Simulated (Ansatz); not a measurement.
# Al2H2F2: an energy map over bond length Al2–Al3 and bond length Al3–F4

How does the energy of Al2F2H2, SMILES [F][AlH][AlH][F] change over two coordinates at once? A grid of runs gives the map.

The runs use Ansatz 0.2.0; RKS r2SCAN0-D4/def2-TZVP.

### 1 Starting geometry

SMILES `[F][AlH][AlH][F]`, 6 atoms, charge 0, spin multiplicity 1.

Atoms are counted from 1 here; the program's logs count them from 0.

Bond lengths: F1–Al2 1.687 Å, Al2–Al3 2.600 Å, Al2–H5 1.604 Å, Al3–F4 1.687 Å, Al3–H6 1.604 Å. Angles: F1–Al2–Al3 117.1°, F1–Al2–H5 114.9°, Al3–Al2–H5 128.0°, Al2–Al3–F4 117.2°, Al2–Al3–H6 127.9°, F4–Al3–H6 114.9°.

As a file:

```mol
Al2F2H2
  3D, bonds by distance, orders not assigned

  6  5  0  0  0  0  0  0  0  0999 V2000
    0.2284   -1.1123   -2.2403 F   0  0
    0.8053   -0.1017   -1.0184 Al  0  0
   -0.7001    0.2014    1.0796 Al  0  0
   -2.1837   -0.6018    1.0857 F   0  0
    2.2422    0.5520   -1.3047 H   0  0
   -0.3921    1.0624    2.3980 H   0  0
  1  2  8  0
  2  3  8  0
  2  5  8  0
  3  4  8  0
  3  6  8  0
M  END
```

This geometry comes from a loose relaxation at PBE in a small basis, which is not shown.

### 3 Setting up the map

The axes are (1) bond length Al2–Al3: 7 values from 2.129 to 3.894 Å; (2) bond length Al3–F4: 7 values from 1.447 to 2.056 Å.

Nothing else is relaxed (all other coordinates rigid). Energies count from the relaxed molecule at the same level. Points are written as (first, second).

(The set-up runs are not shown.)

### 4 The run at (2.423 Å, 1.751 Å)

input.yaml reads:

```yaml
crystal:
  periodic: [false, false, false]
  atoms:
    - { symbol: F, position_ang: [0.22122, -1.068706, -2.220548] }
    - { symbol: Al, position_ang: [0.801393, -0.108645, -1.017981] }
    - { symbol: Al, position_ang: [-0.601904, 0.175119, 0.936799] }
    - { symbol: F, position_ang: [-2.129829, -0.680034, 0.949423] }
    - { symbol: H, position_ang: [2.22462, 0.522397, -1.28732] }
    - { symbol: H, position_ang: [-0.307393, 1.046994, 2.221099] }
basis:
  gaussian: { orbitals: def2-TZVP }
hamiltonian:
  xc: { name: r2SCAN0 }
  dispersion: d4
output:
  forces: true
```

Launch:

```bash
$ ansatz run input.yaml --threads 1 --pin off --max-ram 2560MiB --backend cpu --events-out ev --progress --plain --runs-dir out
```

Further runs follow: the other points that were computed.

Q: Predict the outcome of this session. Wanted: lowest point; highest computed point; dipole moment; largest force on an atom.

**Answer**, as computed:

| quantity | value |
| --- | --- |
| lowest point | (2.717 Å, 1.650 Å), 4.2 kJ/mol |
| highest computed point | (3.894 Å, 2.056 Å), 305 kJ/mol above the lowest |
| dipole moment (D) | 1.33 at (2.129 Å, 1.447 Å) to 4.65 at (3.894 Å, 2.056 Å); 2.25 at the lowest point |
| largest force on an atom (eV/Å) | 0.6 at (2.717 Å, 1.650 Å) to 11.0 at (3.306 Å, 1.447 Å); 0.6 at the lowest point |
| time for the whole task | 7.8 min on 1 thread, shared host |

The lowest computed point is at (2.717 Å, 1.650 Å), 4.2 kJ/mol from the relaxed molecule at the same level. No other kind of well shows on this grid. The highest computed point, (3.894 Å, 2.056 Å), lies 305 kJ/mol above the lowest. Round the minimum the two coordinates are nearly uncoupled.
